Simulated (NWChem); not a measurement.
# C2H2BN (SMILES B[C]C#N) at 3 levels

Aim: a comparison of 3 runs (UHF/STO-3G, UHF/3-21G, UB3LYP/6-31G*) of C2H2BN. 

The results are computed with NWChem 7.3.0.

### Step 1. The system as given

C2H2BN has 6 atoms, charge 0, and is taken as a triplet. As SMILES, `B[C]C#N`. The coordinates come from a GFN2-xTB relaxation.

Bond lengths: B1–C2 1.467 Å, C2–C3 1.297 Å, C3–N4 1.187 Å, B1–H5 1.172 Å, B1–H6 1.173 Å. Angles: B1–C2–C3 179.7°, C2–C3–N4 179.9°, C2–B1–H5 120.4°, C2–B1–H6 120.3°, H5–B1–H6 119.3°.

### Step 2. Energy and forces at UHF/STO-3G (run 1)

File c2h2bn.nw:

```
start c2h2bn
title "C2H2BN gradient"
memory total 2200 mb
charge 0

geometry units au noautosym nocenter noautoz
 B  -1.08457051  1.88511519 -0.35551418
 C   0.28247626 -0.48562182  0.08314795
 C   1.48910419 -2.58091235  0.48382658
 N   2.58934053 -4.50157329  0.84903505
 H  -1.87604451  2.36652292 -2.36752448
 H  -1.40028706  3.31646935  1.30702907
end

basis "ao basis" spherical bse
 * library STO-3G
end

scf
 nopen 2
 uhf
 thresh 1e-08
 maxiter 80
end

task scf gradient
```

Run with:

```
$ nwchem c2h2bn.nw > c2h2bn.out
```

What it wrote:

```text
[...]
  functions       =    22
[...]
  wavefunction    = UHF
[...]
         Total SCF energy =   -153.990134690009
      One electron energy =   -355.693523588620
      Two electron energy =    127.142979263327
 Nuclear repulsion energy =     74.560409635284
                       Sz =      1.0000
                 Sz(Sz+1) =      2.0000
                      S^2 =      2.4180
[...]
                         UHF ENERGY GRADIENTS
    atom               coordinates                        gradient
                 x          y          z           x          y          z
   1 B      -1.084571   1.885115  -0.355514    0.020641  -0.035643   0.005996
   2 C       0.282476  -0.485622   0.083148   -0.002878   0.004821  -0.000611
   3 C       1.489104  -2.580912   0.483827    0.052152  -0.090893   0.017248
   4 N       2.589341  -4.501573   0.849035   -0.067030   0.116835  -0.022213
   5 H      -1.876045   2.366523  -2.367524   -0.002144   0.000939  -0.005826
   6 H      -1.400287   3.316469   1.307029   -0.000741   0.003940   0.005407
[...]
```

Wall time 1.6 s (1 thread of Intel Xeon Platinum 8252C at 3.80GHz (Skylake/Cascade Lake), shared host); peak memory 0.099 GiB.

### Step 3. Energy and gradient at UHF/3-21G (run 2)

File run.py:

```python
from ase import Atoms
from ase.calculators.nwchem import NWChem

mol = Atoms(['B', 'C', 'C', 'N', 'H', 'H'], positions=[
    [-0.573930, 0.997560, -0.188130],
    [0.149480, -0.256980, 0.044000],
    [0.788000, -1.365760, 0.256030],
    [1.370220, -2.382130, 0.449290],
    [-0.992760, 1.252310, -1.252840],
    [-0.741000, 1.755000, 0.691650],
])

calc = NWChem(
    label='m1',
    theory='scf',
    memory='2200 mb',
    basis='3-21G',
    basispar='spherical bse',
    scf={'nopen': '2', 'uhf': None, 'thresh': '1e-08', 'maxiter': '80'},
)
mol.calc = calc

forces = mol.get_forces()
e = mol.get_potential_energy()
print(f"E = {e:.6f} eV")
print("forces (eV/A):")
for s, f in zip(mol.symbols, forces):
    print(f"{s:2s} {f[0]:10.5f} {f[1]:10.5f} {f[2]:10.5f}")
```

Run with:

```
$ export ASE_NWCHEM_COMMAND="nwchem PREFIX.nwi > PREFIX.nwo"
$ python run.py
```

What it wrote:

```text
E = -4220.043678 eV
forces (eV/A):
B    -0.71112    1.22698   -0.20672
C     0.82013   -1.41066    0.26133
C    -1.05796    1.82332   -0.35224
N     1.15299   -1.99847    0.38171
H    -0.14264    0.10187   -0.34864
H    -0.06145    0.25701    0.26457
```

The calculator wrote m1.nwi:

```
title "m1"

permanent_dir m1

scratch_dir m1

start m1

geometry units angstrom nocenter noautosym noautoz
  B  -5.7393000000000005e-01 9.9756000000000000e-01 -1.8812999999999999e-01
  C  1.4948000000000000e-01 -2.5697999999999999e-01 4.3999999999999997e-02
  C  7.8800000000000003e-01 -1.3657600000000001e+00 2.5602999999999998e-01
  N  1.3702200000000000e+00 -2.3821300000000001e+00 4.4929000000000002e-01
  H  -9.9275999999999998e-01 1.2523100000000000e+00 -1.2528400000000000e+00
  H  -7.4099999999999999e-01 1.7549999999999999e+00 6.9164999999999999e-01
end

memory 2200 mb

basis spherical bse noprint
   * library 3-21G
end

scf
  nopen 2
  uhf
  thresh 1e-08
  maxiter 80
end

task scf gradient
```

m1.nwo:

```text
Northwest Computational Chemistry Package (NWChem) 7.3.0
             --------------------------------------------------------

           Job information
           ---------------

    nwchem branch   = 7.3.0
    use scalapack   = T
    input           = m1.nwi
    prefix          = m1.
    data base       = m1/m1.db
    status          = startup
    nproc           =        1

           Memory information
           ------------------

    heap     =     72089594 doubles =      550.0 Mbytes
    stack    =     72089599 doubles =      550.0 Mbytes
    global   =    144179200 doubles =     1100.0 Mbytes (distinct from heap & stack)
    total    =    288358393 doubles =     2200.0 Mbytes
    verify   = yes
    hardfail = no

[... 39 lines left out ...]
            Nuclear Dipole moment (a.u.)
[... 81 lines left out ...]
 1-e energy   =    -354.378955
[... 7 lines left out ...]
         Quadratically convergent UHF
[... 16 lines left out ...]
       Final UHF  results
[... 3 lines left out ...]
      One electron energy =   -355.435429826023
[... 1 line left out ...]
 Nuclear repulsion energy =     74.560414950244
[... 36 lines left out ...]
          Final beta eigenvalues
[... 202 lines left out ...]
                     UHF Final Beta Molecular Orbital Analysis
[... 255 lines left out ...]
                 ----------------------------------------
                 |  Time  |  1-e(secs)   |  2-e(secs)   |
                 ----------------------------------------
                 |  CPU   |       0.00   |       0.21   |
                 ----------------------------------------
                 |  WALL  |       0.00   |       0.21   |
                 ----------------------------------------

 Task  times  cpu:        1.5s     wall:        1.5s
 Total times  cpu:        1.5s     wall:        1.5s
```

It took 2.5 s on 1 thread of Intel Xeon Platinum 8252C at 3.80GHz (Skylake/Cascade Lake), shared host; peak memory 0.099 GiB.

### Step 4. Energy and gradient at UB3LYP/6-31G(d) (Cartesian functions) (run 3)

File struct.nw:

```
start struct
memory stack 880 mb heap 220 mb global 1100 mb

geometry units angstroms noautosym nocenter noautoz
   B     -0.573930     0.997560    -0.188130
   C      0.149480    -0.256980     0.044000
   C      0.788000    -1.365760     0.256030
   N      1.370220    -2.382130     0.449290
   H     -0.992760     1.252310    -1.252840
   H     -0.741000     1.755000     0.691650
end

basis
   B library 6-31G*
   C library 6-31G*
   N library 6-31G*
   H library 6-31G*
end

dft
   xc b3lyp
   mult 3
   grid xfine
   convergence energy 1e-08
   iterations 100
   mulliken
end

task dft gradient
```

Run with:

```
$ nwchem struct.nw > struct.out
```

What it wrote:

```text
[...]
          Wavefunction type:  spin polarized.
          No. of atoms     :     6
          No. of electrons :    26
[...]
          Charge           :     0
          Spin multiplicity:     3
[...]
          AO basis - number of functions:    64
[...]
              XC Information
              --------------
                         B3LYP Method XC Potential
                     Hartree-Fock (Exact) Exchange  0.200
                        Slater Exchange Functional  0.800 local
                    Becke 1988 Exchange Functional  0.720 non-local
              Lee-Yang-Parr Correlation Functional  0.810
                  VWN I RPA Correlation Functional  0.190 local
[...]
 d= 0,ls=0.0,diis     1   -156.7884895539 -2.31D+02  1.46D-02  1.72D-01     2.4
[...]
 d= 0,ls=0.0,diis    13   -156.8840739650 -5.11D-09  6.75D-07  8.34D-10    28.8
[...]
         Total DFT energy =     -156.884073965037
      One electron energy =     -357.255230468409
           Coulomb energy =      148.277579909006
    Exchange-Corr. energy =      -22.466838355877
 Nuclear repulsion energy =       74.560414950244
[...]
      Total Density - Mulliken Population Analysis
     ---------------------------------------------
    Atom       Charge   Shell Charges
 -----------   ------   -------------------------------------------------------
    1 B    5     5.08   1.99  0.59  1.49  0.47  0.48  0.06
    2 C    6     5.80   1.99  0.74  1.94  0.67  0.47 -0.02
    3 C    6     5.70   1.99  0.72  2.05  0.44  0.50 -0.01
    4 N    7     7.46   1.99  0.86  2.23  1.18  1.23 -0.03
    5 H    1     0.98   0.52  0.46
    6 H    1     0.98   0.52  0.46
[...]
      <S2> =      2.0412 (Exact =     2.0000)
[...]
  wavefunction    = open shell
                         DFT ENERGY GRADIENTS
    atom               coordinates                        gradient
                 x          y          z           x          y          z
   1 B      -1.084570   1.885115  -0.355514    0.004012  -0.006894   0.000937
   2 C       0.282476  -0.485622   0.083148   -0.000050  -0.000062   0.000088
   3 C       1.489104  -2.580912   0.483827    0.007781  -0.013386   0.002583
   4 N       2.589340  -4.501573   0.849035   -0.017600   0.030544  -0.005814
   5 H      -1.876044   2.366523  -2.367524    0.004242  -0.002582   0.011042
   6 H      -1.400287   3.316469   1.307029    0.001615  -0.007621  -0.008837
[...]
```

It took 33 s on 1 thread of Intel Xeon Platinum 8252C at 3.80GHz (Skylake/Cascade Lake), shared host; peak memory 0.13 GiB.

### Step 5. All runs side by side

```
run                                level  Cartesian functions  iteration cap  energy (Eh)  dipole moment (D)  HOMO energy (eV)  LUMO energy (eV)  wall time
  1                           UHF/STO-3G                   no             80  -153.990135               1.92             -9.39              3.46      1.6 s
  2                            UHF/3-21G                   no             80  -155.083746               2.25            -10.92              0.04      2.5 s
  3  UB3LYP/6-31G* (Cartesian functions)                  yes            100  -156.884074               2.12             -6.97             -4.86       33 s
```

### Step 6. Outcome

```
                                 quantity          value
                      run 3: total energy  -156.88407 Eh
                     run 3: dipole moment         2.12 D
run 3: HOMO energy (highest over α and β)       -6.97 eV
 run 3: LUMO energy (lowest over α and β)       -4.86 eV
                              run 3: ⟨S²⟩          2.041
          run 3: largest force on an atom     1.837 eV/Å
```

In words: The dipole moment (its size) runs from 1.92 D (UHF/STO-3G) to 2.25 D (UHF/3-21G). In run 1 the basis is minimal, so the values are rough. Spin contamination of the reference: run 1 ⟨S²⟩ = 2.42, run 2 ⟨S²⟩ = 2.34. All runs together took 37 s, the longest 33 s.
